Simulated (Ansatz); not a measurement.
# TiSb: the cost of one run

Program: Ansatz 0.2.0. Level of theory: DFT LDA, scalar-relativistic. These are calculated values, not measurements.

## Step 1: The starting structure

The structure is hexagonal, space group P6_3/mmc (No. 194). The conventional cell has a = 4.103 Å, b = 4.103 Å, c = 6.284 Å, α = 90.00°, β = 90.00°, γ = 120.00°. Ti (site symmetry -3m) is surrounded by 6 Sb at 2.84 Å and 2 Ti at 3.14 Å. Around Sb (site symmetry -6m2) lie 6 Ti at 2.84 Å.

Structure file:

```xyz
4
Lattice="4.1033 0.0000 0.0000 -2.0516 3.5536 0.0000 0.0000 0.0000 6.2836" Properties=species:S:1:pos:R:3 pbc="T T T"
Ti    0.0000    0.0000    0.0000
Ti    0.0000    0.0000    3.1418
Sb    0.0000    2.3690    1.5709
Sb    2.0516    1.1845    4.7127
```

Atoms are numbered in the order of the input: Ti1, Ti2, Sb3, Sb4.

## Step 2: After the deformation

Space group P6_3/mmc before, P6_3/mmc after.

## Step 3: LAPW, all electrons

Contents of input.yaml:

```yaml
crystal:
  lattice:
    - [4.1853650992, 0.0, 0.0]
    - [-2.0926825497, 3.6246325001, 0.0]
    - [0.0, 0.0, 6.2836]
  atoms:
    - { symbol: Ti, position: [0.0, 0.0, 0.0] }
    - { symbol: Ti, position: [0.0, 0.0, 0.5] }
    - { symbol: Sb, position: [0.3333333333, 0.6666666667, 0.25] }
    - { symbol: Sb, position: [0.6666666667, 0.3333333333, 0.75] }
kpoints:
  mp_grid: { grid: [12, 12, 7] }
  band_path:
    path:
      - [0.0, 0.0, 0.0]
      - [0.5, 0.0, 0.0]
      - [0.3333333333, 0.3333333333, 0.0]
      - [0.0, 0.0, 0.0]
      - [0.0, 0.0, 0.5]
      - [0.5, 0.0, 0.5]
      - [0.3333333333, 0.3333333333, 0.5]
      - [0.0, 0.0, 0.5]
      - [0.5, 0.0, 0.5]
    npoints: 5
scf:
  occupations: { method: fermi_dirac, width: 0.03 }
hamiltonian:
  xc: lda
  pseudopotentials: { kind: all_electron, lapw: { basis_error: 0.001 } }
output:
  forces: true
  stress: true
  eigenvalues: true
```

Run with:

```console
ansatz run input.yaml --threads 1 --pin off --max-ram 4096MiB --backend cpu --events-out ev --progress --plain --runs-dir out
```

What time and memory should one allow on 1 thread of Arm Neoverse V1, shared host?

About 79 s, with a peak of 0.69 GiB.
